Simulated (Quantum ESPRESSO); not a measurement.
Wanted: the native input for a Quantum ESPRESSO 7.5 run.

| Item | Value |
| --- | --- |
| Task | work function |
| Functional | LDA |
| Potentials or basis | SG15 PBE 1.2 |
| Cutoff | 952 eV |
| Density cutoff | 3810 eV |
| k mesh | 10 × 10 × 1 |
| Occupations | fermi-dirac, width 0.05 eV |
| Spin | no spin polarisation |
| Boundary across the vacuum | none |
| Form of the LDA correlation | PZ81 |
| Mixing mode | local-TF |
| Mixing beta | 0.3 |
| Most SCF iterations | 150 |
| SCF threshold | 1e-09 Ry |

The system is Pt, a sheet with vacuum.

```xyz
1
Lattice="2.5231 0.0000 0.0000 0.0000 2.5231 0.0000 0.0000 0.0000 23.8000" Properties=species:S:1:pos:R:3 pbc="T T T"
Pt    0.0000    0.0000    7.0001
```

The cell was built by a generator and needn't be a form met in nature.

The input as run:

pw.in

```
&CONTROL
  calculation = 'scf'
  prefix = 'pwscf'
  outdir = './tmp'
  pseudo_dir = './pseudo'
  tprnfor = .true.
  disk_io = 'low'
/
&SYSTEM
  ibrav = 0
  celldm(1) = 8
  nat = 1
  ntyp = 1
  ecutwfc = 70
  nbnd = 15
  input_dft = 'pz'
  occupations = 'smearing'
  smearing = 'fd'
  degauss = 0.00367493
/
&ELECTRONS
  conv_thr = 1d-09
  electron_maxstep = 150
  mixing_beta = 0.3
  mixing_mode = 'local-TF'
/
ATOMIC_SPECIES
Pt   195.0840 Pt_ONCV_PBE-1.2.upf
CELL_PARAMETERS alat
  0.5959912738151  -0.0000000000000   0.0000000000000
 -0.0000000000000   0.5959912738151   0.0000000000000
  0.0000000000000   0.0000000000000   5.6219352207617
ATOMIC_POSITIONS crystal
Pt     0.0000000000    0.0000000000    0.2941200000
K_POINTS automatic
10 10 1 0 0 0
```

pp_density.in

```
&INPUTPP
  prefix = 'pwscf'
  outdir = './tmp'
  filplot = 'density.dat'
  plot_num = 0
/
&PLOT
  nfile = 1
  filepp(1) = 'density.dat'
  iflag = 3
  output_format = 6
  fileout = 'density.cube'
/
```

pp_potential.in

```
&INPUTPP
  prefix = 'pwscf'
  outdir = './tmp'
  filplot = 'potential.dat'
  plot_num = 11
/
&PLOT
  nfile = 1
  filepp(1) = 'potential.dat'
  iflag = 3
  output_format = 6
  fileout = 'potential.cube'
/
```

pp_elf.in

```
&INPUTPP
  prefix = 'pwscf'
  outdir = './tmp'
  filplot = 'elf.dat'
  plot_num = 8
/
&PLOT
  nfile = 1
  filepp(1) = 'elf.dat'
  iflag = 3
  output_format = 6
  fileout = 'elf.cube'
/
```

Potentials or basis: SG15 PBE 1.2.

The run is started by

```bash
$ OMP_NUM_THREADS=1 mpirun -n 2 pw.x -nk 2 -in pw.in > pw.out
$ OMP_NUM_THREADS=1 mpirun -n 1 pp.x -in pp_density.in > pp_density.out
$ OMP_NUM_THREADS=1 mpirun -n 1 pp.x -in pp_potential.in > pp_potential.out
$ OMP_NUM_THREADS=1 mpirun -n 1 pp.x -in pp_elf.in > pp_elf.out
```

It gave:

```
Band gap on the k mesh          : none (metal or under the smearing width)
Work function of the upper face : 6.60 eV
Work function of the lower face : 6.60 eV
```

Wall time 36 s on 2 MPI ranks on Intel(R) Xeon(R) 6975P-C (Granite Rapids), with other jobs on the host, peak memory 0.32 GiB a rank.
